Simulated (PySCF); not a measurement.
# C₆H₇Al (triplet): open-shell or spin-flip excitations

Aim: compute the open-shell or spin-flip excitations of C₆H₇Al (triplet) (`CC#CC#C[CH2][AlH2]`).

Computed with PySCF 2.14.0 and routines of our own; the level stands in each step. Atoms count from 0.

### 1 The system as given

14 atoms, charge 0, multiplicity 3; geometry from: GFN2-xTB.

### 2 Open-shell or spin-flip excitations: unrestricted TDDFT CAM-B3LYP/def2-SVPD

What the job is given:

```
{"job": {"kind": "uabs", "xc": "CAM-B3LYP", "basis": "def2-SVPD", "nstates": 10, "tda": false}, "charge": 0, "multiplicity": 3}
C      3.662735    -0.685163     0.629982
C      2.303407    -0.234750     0.519272
C      1.148501     0.143789     0.429443
C     -0.117435     0.549418     0.323533
C     -1.272276     0.979335     0.228295
C     -2.567175     1.356025     0.103079
Al    -3.609707    -0.775148    -0.093420
H      3.688142    -1.775646     0.673004
H      4.242577    -0.356427    -0.233495
H      4.118435    -0.290226     1.539244
H     -3.086703     1.709751     0.985438
H     -2.882973     1.783724    -0.841169
H     -2.651820    -1.175567    -1.300331
H     -2.976384    -1.229587     1.294982
```

Level: unrestricted TDDFT CAM-B3LYP/def2-SVPD, vertical, gas phase, core orbitals frozen in the response.

The run is started by

```sh
OMP_NUM_THREADS=1 python excited_run.py task.json out
```

This one command runs all jobs of the session in turn.

Output:

```text
coarse grid: 12480 points
cycle   1  E = -474.5454549895  dE =  9.548e-01  |g| = 1.874e-01  |ddm| = 1.934e+01
cycle   2  E = -474.5703157868  dE = -2.486e-02  |g| = 1.203e-01  |ddm| = 2.995e+00
cycle   3  E = -474.5758840888  dE = -5.568e-03  |g| = 8.838e-02  |ddm| = 6.559e-01
cycle   4  E = -474.5804577269  dE = -4.574e-03  |g| = 2.112e-02  |ddm| = 3.906e-01
cycle   5  E = -474.5810340927  dE = -5.764e-04  |g| = 8.911e-03  |ddm| = 2.581e-01
cycle   6  E = -474.5812486042  dE = -2.145e-04  |g| = 5.684e-03  |ddm| = 1.221e-01
cycle   7  E = -474.5813312020  dE = -8.260e-05  |g| = 3.284e-03  |ddm| = 7.770e-02
cycle   8  E = -474.5813583510  dE = -2.715e-05  |g| = 1.963e-03  |ddm| = 4.520e-02
cycle   9  E = -474.5813705360  dE = -1.219e-05  |g| = 1.298e-03  |ddm| = 2.580e-02
cycle  10  E = -474.5813775528  dE = -7.017e-06  |g| = 7.215e-04  |ddm| = 2.198e-02
final grid: 116744 points
cycle  11  E = -474.6673540570  dE = -2.740e-05  |g| = 1.983e-03  |ddm| = 2.208e-01
cycle  12  E = -474.6673554481  dE = -1.391e-06  |g| = 1.697e-03  |ddm| = 2.149e-02
cycle  13  E = -474.6673569820  dE = -1.534e-06  |g| = 4.531e-04  |ddm| = 6.707e-03
cycle  14  E = -474.6673572521  dE = -2.700e-07  |g| = 3.105e-04  |ddm| = 2.844e-03
cycle  15  E = -474.6673575570  dE = -3.049e-07  |g| = 1.852e-04  |ddm| = 2.906e-03
cycle  16  E = -474.6673577243  dE = -1.673e-07  |g| = 1.290e-04  |ddm| = 2.975e-03
cycle  17  E = -474.6673578061  dE = -8.185e-08  |g| = 7.019e-05  |ddm| = 2.818e-03
cycle  18  E = -474.6673578163  dE = -1.018e-08  |g| = 3.820e-05  |ddm| = 9.035e-04
cycle  19  E = -474.6673578216  dE = -5.333e-09  |g| = 2.073e-05  |ddm| = 8.754e-04
cycle  20  E = -474.6673578223  dE = -6.711e-10  |g| = 7.888e-06  |ddm| = 2.418e-04
converged SCF energy = -474.6673578223

Static polarisability (au): isotropic 143.333, principal 84.482 95.919 249.597

<S^2> of the reference = 2.0493 (exact 2.0000)

Excitations
state   eV       nm        f      <S^2>   main configurations
  1   1.5949    777.4   0.00011   2.063   Hb->Lb 0.51, H-1b->Lb 0.45
  2   2.3867    519.5   0.00265   2.090   H-1b->Lb 0.51, Hb->Lb 0.46
  3   2.7353    453.3   0.05847   2.059   H-2b->Lb 0.81, Ha->L+1a 0.10
  4   3.1038    399.5   0.14446   2.050   Ha->L+1a 0.58, Ha->L+3a 0.15
  5   3.2930    376.5   0.00233   2.084   Ha->La 0.80, H-1a->La 0.17
  6   3.4164    362.9   0.00280   3.992   H-2a->La 0.39, H-1b->L+2b 0.27, Hb->L+2b 0.24
  7   4.0409    306.8   0.18768   2.069   Ha->L+3a 0.40, Ha->L+2a 0.23, Ha->L+1a 0.20
  8   4.2631    290.8   0.00739   2.463   H-1a->La 0.41, H-4b->Lb 0.19, Ha->La 0.10
  9   4.3384    285.8   0.00056   2.162   Hb->L+1b 0.54, H-1b->L+1b 0.34
 10   4.4319    279.8   0.00888   2.292   H-3b->Lb 0.48, H-1a->L+1a 0.13, Ha->L+4a 0.12
```

Run time: 6 min. Hardware: 1 thread of Intel Xeon at 2.50GHz, shared host; peak memory 0.81 GiB.

In short:

```
quantity  value
    ⟨S²⟩  2.049
```

Löwdin spin populations:

C0 0.03; C1 0.25; C2 -0.02; C3 0.30; C4 -0.01; C5 0.39; Al6 0.79; H7 0.02; H8 0.00; H9 0.01; H10 0.03; H11 0.03; H12 0.10; H13 0.11

With diffuse functions Löwdin's scheme smears the spin, so small populations can have the wrong sign.

Orbitals, density, ELF and potential are computed afterwards from the orbital file.

ELF in a plane through or near 8 of the atoms.

Ten even steps from '0' (0.00) to '9' (1.00):
```
0000000000000000000000000000
0000000000000000000000000000
0000000000000000000000000000
0000000000000000001100000000
0000000000000000122210000000
0000000001210122444421000000
0000000023443456676552000000
0000122146767768275254000000
0000354465837738626654000000
0000462665833747458773135400
0000244472876766433533899954
0000589755765342001011899987
0001899812432100001087499999
0001999900110000012077599999
0000799700000000012110899999
0000134100000000001113999888
0000000000000000000012788556
0000000000000000000000343112
0000000000000000000000000000
0000000000000000000000000000
```
The map spans 13.6 Å across and 8.5 Å up, centred on the molecule. Atoms in the plane (x, y in Å): C0 (-3.7, -0.1), C1 (-2.3, 0.1), C2 (-1.1, 0.3), C3 (0.2, 0.5), C4 (1.4, 0.8), C5 (2.8, 0.9), Al6 (3.5, -1.3), H7 (-3.9, -1.2).

On the surface of density 0.002 e/bohr³ the electrostatic potential runs, from the 1st to the 99th percentile, from -1.12 to 1.31 V.

The spin density lies nearest to Al6 30 %; C3, C5 about 14 % each; C1 12 %; C2, C4 about 6 % each (beta excess).

### 3 Open-shell or spin-flip excitations: unrestricted TDA BP86/def2-SVPD

The job, as its differences from that of step 2:

```diff
@@ -1,2 +1,2 @@
-{"job": {"kind": "uabs", "xc": "CAM-B3LYP", "basis": "def2-SVPD", "nstates": 10, "tda": false}, "charge": 0, "multiplicity": 3}
+{"job": {"kind": "uabs", "xc": "BP86", "basis": "def2-SVPD", "nstates": 6, "tda": true}, "charge": 0, "multiplicity": 3}
 C      3.662735    -0.685163     0.629982
```

With the program's defaults for keys left out, this is: unrestricted TDA BP86/def2-SVPD, vertical, gas phase, core orbitals frozen in the response.

Output:

```text
coarse grid: 12480 points
cycle   1  E = -474.6695872587  dE =  6.633e-01  |g| = 3.222e-01  |ddm| = 2.125e+01
cycle   2  E = -474.6213852139  dE =  4.820e-02  |g| = 4.155e-01  |ddm| = 6.345e+00
cycle   3  E = -474.7055704219  dE = -8.419e-02  |g| = 2.289e-01  |ddm| = 2.492e+00
cycle   4  E = -474.7354576816  dE = -2.989e-02  |g| = 5.498e-02  |ddm| = 5.593e-01
cycle   5  E = -474.7363484252  dE = -8.907e-04  |g| = 4.312e-02  |ddm| = 3.145e-01
cycle   6  E = -474.7377259285  dE = -1.378e-03  |g| = 1.081e-02  |ddm| = 1.466e-01
cycle   7  E = -474.7377898665  dE = -6.394e-05  |g| = 5.830e-03  |ddm| = 8.044e-02
cycle   8  E = -474.7378095442  dE = -1.968e-05  |g| = 2.009e-03  |ddm| = 3.873e-02
cycle   9  E = -474.7378132532  dE = -3.709e-06  |g| = 1.151e-03  |ddm| = 2.881e-02
final grid: 116744 points
cycle  10  E = -474.8335708350  dE = -2.777e-05  |g| = 3.460e-03  |ddm| = 2.483e-01
cycle  11  E = -474.8335565695  dE =  1.427e-05  |g| = 5.936e-03  |ddm| = 2.908e-02
cycle  12  E = -474.8335754351  dE = -1.887e-05  |g| = 1.929e-03  |ddm| = 2.150e-02
cycle  13  E = -474.8335776772  dE = -2.242e-06  |g| = 6.928e-04  |ddm| = 5.925e-03
cycle  14  E = -474.8335779640  dE = -2.868e-07  |g| = 2.019e-04  |ddm| = 2.074e-03
cycle  15  E = -474.8335779902  dE = -2.619e-08  |g| = 1.291e-04  |ddm| = 1.755e-03
cycle  16  E = -474.8335780002  dE = -1.006e-08  |g| = 9.245e-05  |ddm| = 9.636e-04
cycle  17  E = -474.8335780066  dE = -6.393e-09  |g| = 3.398e-05  |ddm| = 1.035e-03
cycle  18  E = -474.8335780075  dE = -9.014e-10  |g| = 1.525e-05  |ddm| = 5.307e-04
converged SCF energy = -474.8335780075

Static polarisability (au): isotropic 158.558, principal 88.591 102.798 284.285

<S^2> of the reference = 2.0105 (exact 2.0000)

Excitations
state   eV       nm        f      <S^2>   main configurations
  1   1.2166   1019.1   0.00198   2.012   Hb->Lb 0.95
  2   1.3850    895.2   0.00029   2.011   H-1b->Lb 0.94
  3   1.8061    686.5   0.00024   2.014   Ha->La 0.99
  4   2.2338    555.0   0.01799   2.010   Ha->L+1a 0.70, H-2b->Lb 0.28
  5   2.7961    443.4   0.27489   2.012   H-2b->Lb 0.60, Ha->L+1a 0.27
  6   3.3549    369.6   0.03453   2.014   Ha->L+2a 0.90
```

Run time: 3.6 min. Hardware: 1 thread of Intel Xeon at 2.50GHz, shared host; peak memory 0.6 GiB.

From this job:

```
quantity  value
    ⟨S²⟩  2.010
```

### 4 Results

```
                                                                                              quantity                        value
lowest and brightest state of nearly pure spin, of 10 (step 2, unrestricted TDDFT CAM-B3LYP/def2-SVPD)  1.59 eV; 4.04 eV, f = 0.188
                                                                 surface potential, 1st and 99th percentile           -1.12 V and 1.31 V
        lowest and brightest state of nearly pure spin, of 6 (step 3, unrestricted TDA BP86/def2-SVPD)  1.22 eV; 2.80 eV, f = 0.275
```

States whose ⟨S²⟩ lies well above the reference's are mixtures of spin states, an artefact of the unrestricted response, and are left out of the summary. The lowest state of nearly pure spin runs from 1.22 to 1.59 eV over the runs. The geometry comes from tight binding, which is rough for metal atoms, and these values hang on it.
